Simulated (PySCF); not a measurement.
# WOF3: other functionals and bases at one geometry

One table from this session's results is given with a row withheld; the runs are named, their logs left out.

The runs use PySCF 2.14.0; several levels, as the steps say, no spin–orbit coupling.

5 further runs of the same task are left out: 2 for a known fault of the program, 1 that didn't finish, 2 set aside as unsound or not needed. Runs told in other sessions of the task aren't counted.

### Where the work starts

5 atoms, charge 0, spin multiplicity 2.

Bond lengths: W1–O2 1.702 Å, W1–F3 1.884 Å, W1–F4 1.854 Å, W1–F5 1.855 Å. Angles: O2–W1–F3 132.0°, O2–W1–F4 102.0°, O2–W1–F5 101.8°, F3–W1–F4 95.4°, F3–W1–F5 95.4°, F4–W1–F5 136.0°.

As a file:

```xyz
5
charge 0, multiplicity 2
W    -0.0462    0.0947   -0.0511
O     1.0524    1.1701    0.6783
F    -1.2526   -1.1575    0.6737
F     1.0881   -1.1689   -0.7959
F    -1.3519    1.2524   -0.6797
```

Formal oxidation states: W +5. An earlier session relaxed this geometry at r2SCAN, W def2-SVP with ECP60, O def2-SVP, F def2-SVP (doublet, point group Cs).

At r2SCAN on the finer grid: E = -441.613935 Eh, HOMO -6.13 eV, LUMO -4.22 eV (over both spins), ⟨S²⟩ = 0.753, Mulliken charge on W1 +1.26 e, largest force component 0.043 eV/Å. 

Levels to run: TPSSh; CAM-B3LYP; BP86; PBE; r2SCAN, TZVP; r2SCAN, x2c-SVP. Hardware: 2 threads of Arm Neoverse V1, shared host.

Set-up of the first run:

The input, run.py (the lines that set the calculation):

```python
mol = gto.M(atom='''
W     -0.04624     0.09472    -0.05111
O      1.05239     1.17007     0.67828
F     -1.25259    -1.15750     0.67366
F      1.08815    -1.16887    -0.79593
F     -1.35187     1.25240    -0.67973''',
    basis={'W': 'def2-SVP', 'O': 'def2-SVP', 'F': 'def2-SVP'},
    ecp={'W': 'def2-SVP'},
    charge=0, spin=1)
mf = dft.UKS(mol, xc='TPSSH')
mf.grids.atom_grid = (75, 302)
mf = mf.density_fit()  # fitting sets: W def2-universal-JKFIT, O def2-universal-JKFIT, F def2-universal-JKFIT
mf.conv_tol = 1e-08; mf.max_cycle = 55
mf.kernel(dm0)  # dm0: the density of the relaxed state
```

Command:

```console
> OMP_NUM_THREADS=2 python run.py
```

Steps of the session up to this table: TPSSh; CAM-B3LYP; BP86; PBE; r2SCAN, TZVP; r2SCAN, x2c-SVP.

One table of the session follows, with a row left open; its other results are not shown here.

| level | HOMO (eV) | gap (eV) | charge on W1 (e) | dipole (D) | largest force component (eV/Å) |
| --- | --- | --- | --- | --- | --- |
| r2SCAN (relaxed here) | -6.13 | 1.91 | 1.26 | 0.69 | 0.04 |
| TPSSh | -6.39 | 2.60 | 1.27 | 0.71 | 0.12 |
| CAM-B3LYP | -8.70 | 6.30 | 1.27 | 0.72 | 0.51 |
| BP86 | -5.67 | 1.37 | 1.08 | 0.69 | 0.45 |
| PBE | -5.57 | 1.38 | 1.06 | 0.67 | 0.37 |
| r2SCAN, TZVP | -6.17 | 1.93 | 1.52 | 0.68 | 0.15 |
| r2SCAN, x2c-SVP | ? | ? | ? | ? | ? |

**Question.** Estimate the row for r2SCAN, x2c-SVP.

The run gave: HOMO (eV): -6.47; gap (eV): 1.82; charge on W1 (e): 1.20; dipole (D): 0.65; largest force component (eV/Å): 0.72. In the column «HOMO (eV)» it lies between CAM-B3LYP (-8.70) and TPSSh (-6.39).

In one basis the HOMO–LUMO gap runs from 1.37 eV (BP86) to 6.30 eV (CAM-B3LYP). The largest leftover force, 0.72 eV/Å with r2SCAN, x2c-SVP, stands at a geometry relaxed at another level. Total energies of different levels can't be compared.
